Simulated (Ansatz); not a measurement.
## YbSn, space group P4/mmm: relaxations under a series of pressures, step by step

With Ansatz 0.2.0 through its Python package.

Notebook, run cell by cell (the value of a cell's last expression is shown):

```python
import ansatz
import numpy as np
import pandas as pd
```

```python
def edges_and_angles(cell):
    cell = np.asarray(cell)
    a, b, c = np.linalg.norm(cell, axis=1)
    cosines = cell[1] @ cell[2] / (b * c), cell[0] @ cell[2] / (a * c), cell[0] @ cell[1] / (a * b)
    return (a, b, c, *np.degrees(np.arccos(cosines)))
```

```python
vectors = np.array([
    [3.50725, 0.0, 0.0],
    [0.0, 3.50725, 0.0],
    [0.0, 0.0, 4.4],
])
crystal = (
    ansatz.Lattice.of(vectors)
    .atom('Yb', (0.5, 0.5, 0.5))
    .atom('Sn', (0.0, 0.0, 0.0))
)
```

```python
len(crystal.resolved().sites)
```

    2

```python
model = (
    crystal.calculation()
    .occupations(ansatz.OccupationsMethod.FERMI_DIRAC)
    .functional('pbesol')
    .kpoints(9, 9, 7)
    .basis(420)
    .pseudopotentials('paw')
)

# H = F + PV, with 1 GPa A^3 = 1/160.21766 eV
rows = []
for pressure in [-2, 0, 2, 5, 10]:
    res = model.relax(cell=True, pressure=pressure, force_tolerance=0.02, max_steps=30).run(threads=1, backend='cpu')
    cell = res.lattice.cell_ang
    n_atoms = len(res.lattice.sites)
    volume = abs(np.linalg.det(cell)) / n_atoms
    enthalpy = res.report['free_energy_ev'] / n_atoms + pressure * volume / 160.21766
    rows.append((pressure, volume, enthalpy, *edges_and_angles(cell)))
    print(f'{pressure} GPa done: {volume:.4f} A^3/atom')
```

    -2 GPa done: 26.5769 A^3/atom
    0 GPa done: 25.4813 A^3/atom
    2 GPa done: 24.5924 A^3/atom
    5 GPa done: 23.4933 A^3/atom
    10 GPa done: 22.0973 A^3/atom

```python
table = pd.DataFrame(rows, columns=['P_GPa', 'V_A3_atom', 'H_eV_atom', 'a', 'b', 'c', 'alpha', 'beta', 'gamma'])
print(table.round(4).to_string(index=False))
p, v = np.array([row[0] for row in rows], float), np.array([row[1] for row in rows])
print('mean bulk modulus between rows (GPa):', np.round(-np.diff(p) / np.diff(np.log(v)), 1))
```

     P_GPa  V_A3_atom  H_eV_atom      a      b      c  alpha  beta  gamma
        -2    26.5769 -9814.1775 3.4660 3.4660 4.4245   90.0  90.0   90.0
         0    25.4813 -9813.8528 3.4104 3.4104 4.3817   90.0  90.0   90.0
         2    24.5924 -9813.5405 3.3640 3.3640 4.3462   90.0  90.0   90.0
         5    23.4933 -9813.0909 3.3050 3.3050 4.3016   90.0  90.0   90.0
        10    22.0973 -9812.3809 3.2268 3.2268 4.2444   90.0  90.0   90.0
    mean bulk modulus between rows (GPa): [47.5 56.3 65.6 81.6]

The volume falls from 26.58 Å³ an atom at -2 GPa to 22.10 at 10 GPa, by 16.9 %. Between -2 and 0 GPa, -V dP/dV is about 48 GPa, a mean over that step.

Notes:
- Absolute energies stand on the zero of these potentials, so only differences at equal settings mean something.
- Semilocal functionals put the nearly full 4f shell of Yb too close to the Fermi level.
- At a fixed pressure a relaxation lowers the enthalpy F + PV, while F alone can rise.
- The structure is a deposited one; some such entries were measured under pressure or heat, so a shift against it needn't be the functional's error alone.
- Symmetry holds the cell in this phase, whether or not it is the stable one at each pressure.
- Hardware and time: 92 s on 1 thread of Intel(R) Xeon(R) Platinum 8488C (Sapphire Rapids), with other jobs on the host, peak memory 0.56 GiB.
